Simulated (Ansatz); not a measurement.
## LuPd, space group Pm-3m: a series of slab calculations

Run with Ansatz's Python interface.

The script reads `lupd.cif`:
```cif
data_LuPd
_cell_length_a 3.415000
_cell_length_b 3.415000
_cell_length_c 3.415000
_cell_angle_alpha 90.00000
_cell_angle_beta 90.00000
_cell_angle_gamma 90.00000
_symmetry_space_group_name_H-M 'P 1'
_symmetry_Int_Tables_number 1
loop_
_symmetry_equiv_pos_as_xyz
'x, y, z'
loop_
_atom_site_label
_atom_site_type_symbol
_atom_site_fract_x
_atom_site_fract_y
_atom_site_fract_z
Lu1 Lu    0.000000    0.000000    0.000000
Pd2 Pd    0.500000    0.500000    0.500000
```

Script `lupd_vacuum.py`:
```python
"""Surface of LuPd against the width of the vacuum."""

import warnings

import ansatz as az
from ase.build import surface
from ase.io import read
import numpy as np
import pandas as pd


def main() -> None:
    warnings.simplefilter("ignore", az.DeckWarning)

    atoms = read("lupd.cif")
    # Miller indices count the vectors of the cell as typed
    rows = []
    for value in [3.0, 4.0, 5.0, 6.5, 8.0]:
        slab = surface(atoms, (0, 0, 1), 2, vacuum=value)
        slab.pbc = True
        setup = az.Crystal.from_ase(slab).calculation()
        setup = setup.functional("pbesol")
        setup = setup.basis(38 * az.Ry)
        setup = setup.occupations(az.OccupationsMethod.FERMI_DIRAC, width=100 * az.meV)
        setup = setup.kpoints(5, 5, 1)
        setup = setup.electric_field(axis=3, dipole_correction=True)
        r = setup.run(threads=1).report
        face = r["work_function"]
        rows.append((value, len(slab), r["free_energy_ev"], face["dipole_moment_e_ang"], face.get("phi_plus_ev"), face.get("phi_minus_ev")))

    print(pd.DataFrame(rows, columns=["vacuum each side (A)", "atoms", "F (eV)", "dipole (e A)", "phi upper (eV)", "phi lower (eV)"]).round(4).to_string(index=False))


if __name__ == "__main__":
    main()
```

```console
$ python lupd_vacuum.py
RunWarning: efield: at this solve's end the planar-averaged density reaches 3.52e-2 e/Å³ inside the ramp window [0.8601, 0.1399] (bound 1e-5 e/Å³); the window's nearer edge stands 1.44 Å from this [...]
 vacuum each side (A)  atoms      F (eV)  dipole (e A)  phi upper (eV)  phi lower (eV)
                  3.0      4 -43037.1924       -0.1255          4.6903          2.4850
                  4.0      4 -43037.1323       -0.0787          4.7696          3.4479
                  5.0      4 -43037.1240       -0.0688          4.7100          3.6277
                  6.5      4 -43037.1229       -0.0665          4.6903          3.6573
                  8.0      4 -43037.1229       -0.0665          4.6898          3.6583
```
(Warnings from the package without file and line, shortened, repeats left out.)

Notes:
- Absolute energies stand on the zero of these potentials, so only differences at equal settings mean something. A total without «per atom» is that of the cell as typed.
- The density doesn't vanish in the vacuum (a short gap or a low cutoff), which blurs the vacuum level.
- The structure is a deposited one; some such entries were measured under pressure or heat, so a shift against it needn't be the functional's error alone.
- The slabs are thin, unrelaxed cuts of the structure as given, on a modest mesh, so the surface energy isn't converged; Miller indices refer to the cell as typed, and unlike faces give only a mean.
- The script silences the warnings on its input, which a real study should read.
- Finished in 41 s on 1 thread of Arm Neoverse V1 (shared host), peak memory 0.61 GiB.

(Lines on the test bed's own set-up are left out of the output.)
